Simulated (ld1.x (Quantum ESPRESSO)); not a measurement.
# An ultrasoft potential for Ru, from input to tests

Aim: build the potential from the settings below, then test how well it stands in for the atom: other configurations, scattering, ghost states and the plane-wave cutoff that it needs.

The numbers are computed with ld1.x (Quantum ESPRESSO) 7.5 (PBE, scalar-relativistic, spin-unpolarised reference atom).

## (1) The design

Typed settings, in words:

```
element                 : ruthenium (Ru, Z = 44)
type                    : ultrasoft
frozen core             : [Kr]
valence charge          : 8
reference configuration : 4d7 5s1 5p0
partial waves           : 5s (bound): rcut 1.85, rcutus 2.55 bohr; 5s channel at 0.35 Ry: rcut 1.85, rcutus 2.55 bohr; 5p (bound, empty): rcut 3.15, rcutus 3.45 bohr; 5p channel at 0.65 Ry: rcut 3.15, rcutus 3.45 bohr; 4d (bound): rcut 1.50, rcutus 1.70 bohr; 4d channel at 0.15 Ry: rcut 1.50, rcutus 1.70 bohr
local potential         : all-electron potential smoothed inside 1.30 bohr (lloc = -1)
core correction         : not asked for
augmentation charge     : PSQ, inside the norm-conserving radii
```

The nodes and maxima of the atom's own shells, from an earlier all-electron run, set the scale for the radii.

All-electron outer shells of the reference configuration (PBE, scalar-relativistic, ld1.x):

```json
{"shell": "4s", "level (eV)": "-76.37", "outermost node (bohr)": "0.48", "outermost maximum (bohr)": "0.92"}
{"shell": "4p", "level (eV)": "-46.42", "outermost node (bohr)": "0.49", "outermost maximum (bohr)": "0.98"}
{"shell": "4d", "level (eV)": "-5.20", "outermost node (bohr)": "0.48", "outermost maximum (bohr)": "1.21"}
{"shell": "5s", "level (eV)": "-4.24", "outermost node (bohr)": "1.24", "outermost maximum (bohr)": "2.73"}
{"shell": "5p", "level (eV)": "-0.91", "outermost node (bohr)": "1.41", "outermost maximum (bohr)": "3.97"}
```

## (2) Generation

Contents of Ru.in:

```
 &input
   title='Ru', zed=44., rel=1, dft='PBE', iswitch=3,
   config='[Kr] 4d7 5s1 5p0',
   nld=3, rlderiv=3.75, eminld=-2.0, emaxld=5.0, deld=0.02
 /
 &inputp
   pseudotype=3, tm=.true., lloc=-1, rcloc=1.30,
   nlcc=.false.,
   which_augfun='PSQ', rmatch_augfun_nc=.true.,
   file_pseudopw='Ru.UPF', file_wfcaegen='ae.wfc', file_wfcncgen='nc.wfc', file_beta='beta', file_chi='chi', file_wfcusgen='us.wfc'
 /
6
5S  1  0   1.00   0.00  1.85  2.55  0.0
5S  1  0   0.00   0.35  1.85  2.55  0.0
5P  2  1   0.00   0.00  3.15  3.45  0.0
5P  2  1   0.00   0.65  3.15  3.45  0.0
4D  3  2   7.00   0.00  1.50  1.70  0.0
4D  3  2   0.00   0.15  1.50  1.70  0.0
 &test
   configts(1)='4d7 5s1 5p0'
 /
```

Launch:

```bash
$ ld1.x < Ru.in > Ru.out
```

The output, Ru.out (without the banner and most projector matrices):

```text
     Program LD1 v.7.5
     --------------------------- All-electron run ----------------------------

     Ru
     scalar relativistic calculation

     atomic number is 44.00
     dft =PBE   lsd =0 sic =0 latt =0  beta=0.20 tr2=1.0E-14
     Exchange-correlation= PBE
                           (   1   4   3   4   0   0   0)
     mesh =1233 r(mesh) = 101.06970 a.u. xmin = -7.00 dx = 0.01250
     1 Ry =  13.60569312 eV, c = 137.03599908

     n l     nl                  e(Ry)          e(Ha)          e(eV)
     1 0     1S 1( 2.00)     -1612.3846      -806.1923    -21937.6096
     2 0     2S 1( 2.00)      -231.8268      -115.9134     -3154.1644
     2 1     2P 1( 6.00)      -207.6229      -103.8115     -2824.8535
     3 0     3S 1( 2.00)       -40.8245       -20.4122      -555.4456
     3 1     3P 1( 6.00)       -32.8704       -16.4352      -447.2241
     4 0     4S 1( 2.00)        -5.6131        -2.8066       -76.3706
     4 1     4P 1( 6.00)        -3.4115        -1.7057       -46.4157
     3 2     3D 1(10.00)       -20.0737       -10.0369      -273.1169
     4 2     4D 1( 7.00)        -0.3823        -0.1912        -5.2021
     5 0     5S 1( 1.00)        -0.3116        -0.1558        -4.2393
     5 1     5P 1( 0.00)        -0.0671        -0.0335        -0.9124

     final scf error:  6.1E-15 reached in  31 iterations

     Etot =   -9061.510603 Ry,   -4530.755302 Ha, -123288.132501 eV

     Ekin =    9370.519994 Ry,    4685.259997 Ha,  127492.419439 eV
     Encl =  -21859.366718 Ry,  -10929.683359 Ha, -297411.835423 eV
     Eh   =    3694.086781 Ry,    1847.043390 Ha,   50260.611109 eV
     Exc  =    -266.750660 Ry,    -133.375330 Ha,   -3629.327625 eV

     normalization and overlap integrals

     s(1S/1S) =  1.000000  <r> =   0.0334  <r2> =    0.0015  r(max) =   0.0216
     s(2S/2S) =  1.000000  <r> =   0.1457  <r2> =    0.0250  r(max) =   0.1229
     s(2P/2P) =  1.000000  <r> =   0.1270  <r2> =    0.0197  r(max) =   0.0981
     s(3S/3S) =  1.000000  <r> =   0.4027  <r2> =    0.1856  r(max) =   0.3600
     s(3P/3P) =  1.000000  <r> =   0.4030  <r2> =    0.1888  r(max) =   0.3555
     s(4S/4S) =  1.000000  <r> =   1.0189  <r2> =    1.1771  r(max) =   0.9193
     s(4P/4P) =  1.000000  <r> =   1.1285  <r2> =    1.4617  r(max) =   0.9785
     s(3D/3D) =  1.000000  <r> =   0.3841  <r2> =    0.1767  r(max) =   0.3022
     s(4D/4D) =  1.000000  <r> =   1.7020  <r2> =    3.6414  r(max) =   1.2102
     s(5S/5S) =  1.000000  <r> =   3.3894  <r2> =   13.3290  r(max) =   2.7273
     s(5P/5P) =  1.000000  <r> =   5.3169  <r2> =   33.9885  r(max) =   3.9682

     ------------------------ End of All-electron run ------------------------

     --------------------- Generating US pseudopotential ---------------------

      Generating local potential from pseudized AE potential:
      Matching radius rcloc =   1.3000

      Local pseudo, rcloc= 1.304 Estimated cut-off energy=    14.80 Ry
      Wfc-us  5S rcutus= 2.562  Estimated cut-off energy=     6.61 Ry
      Wfc-us  5S rcutus= 2.562  Estimated cut-off energy=     7.58 Ry
      Wfc-us  5P rcutus= 3.458  Estimated cut-off energy=     6.14 Ry
      Wfc-us  5P rcutus= 3.458  Estimated cut-off energy=     7.67 Ry
      Wfc-us  4D rcutus= 1.717  Estimated cut-off energy=    38.85 Ry
      Wfc-us  4D rcutus= 1.717  Estimated cut-off energy=    40.88 Ry

     Q pseudized with Bessel functions
     Expected ecutrho=     174.9551 due to l1=  2   l2=  2

     ------------------- End of pseudopotential generation -------------------

     [... the all-electron block is printed once more ...]


     Computing logarithmic derivative in   3.75122
     Computing logarithmic derivative in   3.75122
     Computing the partial wave expansion
     R is outside the sphere for l=    0 j= 0.00
     R is outside the sphere for l=    0 j= 0.00
     R is outside the sphere for l=    1 j= 0.00
     R is outside the sphere for l=    1 j= 0.00
     R is outside the sphere for l=    2 j= 0.00
     R is outside the sphere for l=    2 j= 0.00

     ---------------------- Testing the pseudopotential ----------------------

     Ru
     scalar relativistic calculation

     atomic number is 44.00   valence charge is  8.00
     dft =PBE   lsd =0 sic =0 latt =0  beta=0.20 tr2=1.0E-14
     mesh =1233 r(mesh) = 101.06970 xmin = -7.00 dx = 0.01250

     n l     nl             e AE (Ry)        e PS (Ry)    De AE-PS (Ry)
     3 2     4D   1( 7.00)       -0.38235       -0.38235        0.00000
     1 0     5S   1( 1.00)       -0.31159       -0.31159        0.00000
     2 1     5P   1( 0.00)       -0.06706       -0.06706        0.00000

     eps = 1.1E-16  iter =  4

     Etot =   -9061.510603 Ry,   -4530.755302 Ha, -123288.132501 eV
     Etotps =   -32.567281 Ry,     -16.283641 Ha,    -443.100438 eV

     Ekin =      27.665157 Ry,      13.832578 Ha,     376.403633 eV
     Encl =     -97.199701 Ry,     -48.599851 Ha,   -1322.469308 eV
     Ehrt =      31.440313 Ry,      15.720156 Ha,     427.767249 eV
     Ecxc =      -6.266356 Ry,      -3.133178 Ha,     -85.258111 eV
     Epseu=      11.793306 Ry,       5.896653 Ha,     160.456099 eV

     ---------------------- End of pseudopotential test ----------------------
```

It took 1.4 s on 1 thread, shared host. This counts the later configuration tests of the new file too.

All-electron and pseudo partial waves u(r) = r·R(r), from the program's wave files:

| r (bohr) | 5s AE | 5s PS | 5p AE | 5p PS |
| --- | --- | --- | --- | --- |
| 0.173 | 0.0096 | 0.0308 | 0.0267 | 0.0032 |
| 0.345 | 0.1502 | 0.0628 | 0.0857 | 0.0127 |
| 0.518 | -0.0735 | 0.0979 | -0.0309 | 0.0281 |
| 0.690 | -0.2425 | 0.1366 | -0.1308 | 0.0487 |
| 0.862 | -0.2582 | 0.1794 | -0.1624 | 0.0737 |
| 1.035 | -0.1652 | 0.2267 | -0.1380 | 0.1024 |
| 1.208 | -0.0245 | 0.2774 | -0.0816 | 0.1336 |
| 1.380 | 0.1217 | 0.3300 | -0.0125 | 0.1660 |
| 1.553 | 0.2541 | 0.3834 | 0.0588 | 0.1992 |
| 1.725 | 0.3631 | 0.4349 | 0.1255 | 0.2317 |
| 1.898 | 0.4487 | 0.4828 | 0.1860 | 0.2633 |
| 2.070 | 0.5114 | 0.5245 | 0.2387 | 0.2929 |
| 2.242 | 0.5549 | 0.5583 | 0.2839 | 0.3204 |
| 2.415 | 0.5823 | 0.5827 | 0.3224 | 0.3455 |
| 2.588 | 0.5964 | 0.5964 | 0.3545 | 0.3680 |
| 2.760 | 0.5998 | 0.5998 | 0.3806 | 0.3877 |
| 2.932 | 0.5947 | 0.5947 | 0.4016 | 0.4047 |
| 3.105 | 0.5830 | 0.5830 | 0.4181 | 0.4191 |
| 3.278 | 0.5663 | 0.5663 | 0.4307 | 0.4308 |
| 3.450 | 0.5460 | 0.5460 | 0.4396 | 0.4396 |
| 3.623 | 0.5231 | 0.5231 | 0.4455 | 0.4455 |
| 3.795 | 0.4985 | 0.4985 | 0.4487 | 0.4487 |
| 3.968 | 0.4729 | 0.4729 | 0.4496 | 0.4496 |
| 4.140 | 0.4469 | 0.4469 | 0.4485 | 0.4485 |
| 4.312 | 0.4210 | 0.4210 | 0.4458 | 0.4458 |
| 4.485 | 0.3953 | 0.3953 | 0.4416 | 0.4416 |

## (3) Transferability test

Contents of Ru.test.in:

```
 &input
   title='Ru', zed=44., rel=1, dft='PBE', iswitch=2,
   config='[Kr] 4d7 5s1 5p0'
 /
 &test
   file_pseudo='Ru.UPF', nconf=8,
   configts(1)='4d7 5s1 5p0',
   configts(2)='4d7 5s0 5p0',
   configts(3)='4d6 5s0 5p0',
   configts(4)='4d5 5s0 5p0',
   configts(5)='4d6 5s1 5p1',
   configts(6)='4d7.5 5s0.5 5p0',
   configts(7)='4d7 5s0 5p1',
   configts(8)='4d7 5s0.5 5p0'
 /
```

Launch:

```bash
$ ld1.x < Ru.test.in > Ru.test.out
```

Ru.test.out, the pseudopotential blocks:

```text
     ---------------------- Testing the pseudopotential ----------------------

     Ru
     scalar relativistic calculation

     atomic number is 44.00   valence charge is  8.00
     dft =PBE   lsd =0 sic =0 latt =0  beta=0.20 tr2=1.0E-14
     mesh =1233 r(mesh) = 101.06970 xmin = -7.00 dx = 0.01250

     n l     nl             e AE (Ry)        e PS (Ry)    De AE-PS (Ry)
     3 2     4D   1( 7.00)       -0.38235       -0.38235        0.00000
     1 0     5S   1( 1.00)       -0.31159       -0.31159        0.00000
     2 1     5P   1( 0.00)       -0.06706       -0.06706        0.00000

     eps = 1.1E-16  iter =  4

     Etot =   -9061.510603 Ry,   -4530.755302 Ha, -123288.132501 eV
     Etotps =   -32.567281 Ry,     -16.283641 Ha,    -443.100438 eV

     Ekin =      27.665157 Ry,      13.832578 Ha,     376.403633 eV
     Encl =     -97.199701 Ry,     -48.599851 Ha,   -1322.469308 eV
     Ehrt =      31.440313 Ry,      15.720156 Ha,     427.767249 eV
     Ecxc =      -6.266356 Ry,      -3.133178 Ha,     -85.258111 eV
     Epseu=      11.793306 Ry,       5.896653 Ha,     160.456099 eV

     ---------------------- End of pseudopotential test ----------------------

     ---------------------- Testing the pseudopotential ----------------------

     Ru
     [...]
     n l     nl             e AE (Ry)        e PS (Ry)    De AE-PS (Ry)
     3 2     4D   1( 7.00)       -0.92189       -0.91925       -0.00264
     1 0     5S   1( 0.00)       -0.77142       -0.76623       -0.00519  !
     2 1     5P   1( 0.00)       -0.44984       -0.44738       -0.00246

     eps = 1.7E-15  iter =  7

     Etot =   -9060.974636 Ry,   -4530.487318 Ha, -123280.840289 eV
     Etotps =   -32.033177 Ry,     -16.016588 Ha,    -435.833571 eV
     dEtot_ae =       0.535968 Ry
     dEtot_ps =       0.534105 Ry,   Delta E=       0.001863 Ry

     [...]
     ---------------------- End of pseudopotential test ----------------------

     ---------------------- Testing the pseudopotential ----------------------

     Ru
     [...]
     n l     nl             e AE (Ry)        e PS (Ry)    De AE-PS (Ry)
     3 2     4D   1( 6.00)       -1.77401       -1.77680        0.00279
     1 0     5S   1( 0.00)       -1.40128       -1.39179       -0.00949  !
     2 1     5P   1( 0.00)       -0.98924       -0.97906       -0.01018  !

     eps = 8.0E-15  iter =  7

     Etot =   -9059.637961 Ry,   -4529.818980 Ha, -123262.653900 eV
     Etotps =   -30.697151 Ry,     -15.348575 Ha,    -417.656012 eV
     dEtot_ae =       1.872643 Ry
     dEtot_ps =       1.870131 Ry,   Delta E=       0.002512 Ry

     [...]
     ---------------------- End of pseudopotential test ----------------------

     ---------------------- Testing the pseudopotential ----------------------

     Ru
     [...]
     n l     nl             e AE (Ry)        e PS (Ry)    De AE-PS (Ry)
     3 2     4D   1( 5.00)       -2.74533       -2.76354        0.01821  !
     1 0     5S   1( 0.00)       -2.11289       -2.10324       -0.00965  !
     2 1     5P   1( 0.00)       -1.61922       -1.59103       -0.02819  !

     eps = 2.0E-15  iter =  7

     Etot =   -9057.387242 Ry,   -4528.693621 Ha, -123232.031306 eV
     Etotps =   -28.436627 Ry,     -14.218314 Ha,    -386.900022 eV
     dEtot_ae =       4.123362 Ry
     dEtot_ps =       4.130654 Ry,   Delta E=      -0.007293 Ry

     [...]
     ---------------------- End of pseudopotential test ----------------------

     ---------------------- Testing the pseudopotential ----------------------

     Ru
     [...]
     n l     nl             e AE (Ry)        e PS (Ry)    De AE-PS (Ry)
     3 2     4D   1( 6.00)       -0.67286       -0.67879        0.00593  !
     1 0     5S   1( 1.00)       -0.45387       -0.45545        0.00157
     2 1     5P   1( 1.00)       -0.15422       -0.15407       -0.00015

     eps = 5.0E-15  iter = 14

     Etot =   -9061.095102 Ry,   -4530.547551 Ha, -123282.479317 eV
     Etotps =   -32.149578 Ry,     -16.074789 Ha,    -437.417293 eV
     dEtot_ae =       0.415501 Ry
     dEtot_ps =       0.417703 Ry,   Delta E=      -0.002202 Ry

     [...]
     ---------------------- End of pseudopotential test ----------------------

     ---------------------- Testing the pseudopotential ----------------------

     Ru
     [...]
     n l     nl             e AE (Ry)        e PS (Ry)    De AE-PS (Ry)
     3 2     4D   1( 7.50)       -0.30249       -0.30170       -0.00080
     1 0     5S   1( 0.50)       -0.27921       -0.27875       -0.00046
     2 1     5P   1( 0.00)       -0.05202       -0.05211        0.00010

     eps = 9.9E-15  iter =  7

     Etot =   -9061.533934 Ry,   -4530.766967 Ha, -123288.449923 eV
     Etotps =   -32.590463 Ry,     -16.295231 Ha,    -443.415833 eV
     dEtot_ae =      -0.023330 Ry
     dEtot_ps =      -0.023181 Ry,   Delta E=      -0.000149 Ry

     [...]
     ---------------------- End of pseudopotential test ----------------------

     ---------------------- Testing the pseudopotential ----------------------

     Ru
     [...]
     n l     nl             e AE (Ry)        e PS (Ry)    De AE-PS (Ry)
     3 2     4D   1( 7.00)       -0.49723       -0.49704       -0.00018
     1 0     5S   1( 0.00)       -0.39102       -0.38898       -0.00205
     2 1     5P   1( 1.00)       -0.12647       -0.12621       -0.00026

     eps = 9.2E-15  iter = 10

     Etot =   -9061.256214 Ry,   -4530.628107 Ha, -123284.671360 eV
     Etotps =   -32.313689 Ry,     -16.156844 Ha,    -439.650136 eV
     dEtot_ae =       0.254389 Ry
     dEtot_ps =       0.253593 Ry,   Delta E=       0.000797 Ry

     [...]
     ---------------------- End of pseudopotential test ----------------------

     ---------------------- Testing the pseudopotential ----------------------

     Ru
     [...]
     n l     nl             e AE (Ry)        e PS (Ry)    De AE-PS (Ry)
     3 2     4D   1( 7.00)       -0.64088       -0.64011       -0.00078
     1 0     5S   1( 0.50)       -0.53337       -0.53171       -0.00165
     2 1     5P   1( 0.00)       -0.24815       -0.24758       -0.00057

     eps = 4.2E-15  iter = 10

     Etot =   -9061.300168 Ry,   -4530.650084 Ha, -123285.269375 eV
     Etotps =   -32.357151 Ry,     -16.178576 Ha,    -440.241472 eV
     dEtot_ae =       0.210436 Ry
     dEtot_ps =       0.210130 Ry,   Delta E=       0.000306 Ry

     [...]
     ---------------------- End of pseudopotential test ----------------------
```

Energies count from the reference configuration 4d7 5s1 5p0; the error is all-electron less pseudo.

| valence configuration | charge | ΔE all-electron (eV) | error AE − PS (meV) |
| --- | --- | --- | --- |
| 4d7 5s0 5p0 | +1 | 7.292 | +25 |
| 4d6 5s0 5p0 | +2 | 25.479 | +34 |
| 4d5 5s0 5p0 | +3 | 56.101 | -99 |
| 4d6 5s1 5p1 | 0 | 5.653 | -30 |
| 4d7.5 5s0.5 5p0 | 0 | -0.317 | -2.0 |
| 4d7 5s0 5p1 | 0 | 3.461 | +11 |
| 4d7 5s0.5 5p0 | +0.5 | 2.863 | +4.2 |

## (4) Scattering by logarithmic derivatives

Taken from the files of the generation run. The phase is arctan(r·u′/u) with u = r·R, unwrapped, with energies in Ry. A pole is an energy at which the radial function vanishes at the test radius. The pseudo phase is shifted by a multiple of π to meet the all-electron one at the reference energy. Levels narrower than the energy grid can be missing from the poles. The last column is the largest difference on the grid between −1 and +1 Ry.

| channel | radius (bohr) | reference (Ry) | poles AE | poles PS | window around the reference with phases within 0.05 rad (Ry) | largest difference near zero (rad) |
| --- | --- | --- | --- | --- | --- | --- |
| s | 3.75 | -0.31 | 0.25, 4.06 | 0.25, 3.78 | below 4.2 | 0.000 |
| p | 3.75 | -0.07 | 0.93, 4.92 | 0.93, 4.33 | below 2.3 | 0.000 |
| d | 3.75 | -0.38 | -0.32, 2.27 | -0.32, 2.27 | below 3.9 | 0.001 |

Phases (rad) along the scan:

| E (Ry) | d AE | d PS | p AE | p PS |
| --- | --- | --- | --- | --- |
| -2.00 | 1.385 | 1.385 | 1.369 | 1.369 |
| -1.52 | 1.358 | 1.358 | 1.333 | 1.333 |
| -1.04 | 1.310 | 1.310 | 1.269 | 1.269 |
| -0.56 | 1.109 | 1.109 | 1.112 | 1.112 |
| -0.08 | -1.825 | -1.825 | 0.205 | 0.205 |
| 0.40 | -2.100 | -2.100 | -1.313 | -1.313 |
| 0.88 | -3.324 | -3.325 | -1.556 | -1.556 |
| 1.36 | -4.409 | -4.409 | -1.669 | -1.670 |
| 1.84 | -4.624 | -4.625 | -1.791 | -1.795 |
| 2.32 | -4.721 | -4.721 | -2.093 | -2.138 |
| 2.80 | -4.796 | -4.797 | -3.725 | -3.961 |
| 3.28 | -4.890 | -4.893 | -4.434 | -4.501 |
| 3.76 | -5.121 | -5.138 | -4.585 | -4.631 |
| 4.24 | -6.665 | -6.784 | -4.653 | -4.701 |
| 4.72 | -7.568 | -7.588 | -4.697 | -4.760 |

## (5) Plane-wave convergence, by spherical Bessel functions

A separate test, outside the generator: the pseudo-atom's Hamiltonian at the reference potential is diagonalised in spherical Bessel functions j_l(qr) that vanish at 20 bohr, with q² up to the cutoff.

All-electron valence levels (Ry): 5s -0.3116, 5p -0.0671, 4d -0.3824. The lowest levels of each channel (Ry) by cutoff; the last column sums, over occupied levels, occupation times the distance from the level at 400 Ry. A positive value at high cutoff is not a bound level.

```
cutoff (Ry)      s #1     s #2     p #1     p #2     d #1    f #1  Σ f·Δε (mRy)
          8   -6.7052  -0.3114  -0.0670   0.0530   0.0427  0.1082        2976.0
         12  -13.7500  -0.3116  -0.0670   0.0530  -0.0189  0.1082        2544.5
         15  -16.2701  -0.3116  -1.9462  -0.0670  -0.1006  0.1082        1972.5
         21  -19.8741  -0.3116  -5.1530  -0.0670  -0.3071  0.1082         526.7
         30  -21.1775  -0.3116  -8.0150  -0.0670  -0.3759  0.1082          45.6
         35  -21.4847  -0.3116  -8.6861  -0.0670  -0.3815  0.1082           6.6
         45  -21.7013  -0.3116  -9.1946  -0.0670  -0.3819  0.1082           3.3
         55  -21.7650  -0.3116  -9.3430  -0.0670  -0.3822  0.1082           1.1
         60  -21.7735  -0.3116  -9.3770  -0.0670  -0.3823  0.1082           0.6
         80  -21.7826  -0.3116  -9.4177  -0.0670  -0.3823  0.1082           0.3
        400  -21.7841  -0.3116  -9.4220  -0.0670  -0.3824  0.1082           0.0
```

The sum stays within 10 mRy from 35 Ry and within 1 mRy from 60 Ry. The sum leaves out empty levels, which can need more. Ghost test: ghost states, bound below the all-electron valence or empty levels of the same l: s at -296.4 eV, p at -128.2 eV.

## (6) Outcome

```
                                                quantity                             value
               cutoffs for 10 and 1 mRy, occupied levels                   35 Ry and 60 Ry
                                            bound ghosts  s at -296.39 eV, p at -128.19 eV
                            largest test error (AE − PS)          -99 meV, for 4d5 5s0 5p0
largest phase difference near zero energy, channels read                         0.001 rad
         lowest eigenvalue of the overlap (Bessel basis)                         0.223 (s)
               density cutoff estimated by the generator                            175 Ry
```

**Reading.** A bound ghost (s, p) makes it unfit for use: electrons can fall into a state that the atom doesn't have. By total energies transferability is fair: the largest error is 99 meV on 56.1 eV, for 4d5 5s0 5p0. That test lies far up in energy; among those under 40 eV, nearer to bonding, the largest error is 34 meV. By its cutoff, 35 Ry for the looser tolerance, it is soft on the atom at that tolerance. The slowest occupied level is 4d: taken alone it needs 35 Ry to come within 1 mRy, against 6 Ry or less for 5s. Near zero energy the phases of the channels with partial waves agree within 0.001 rad. All of this concerns the isolated atom, not yet a solid.
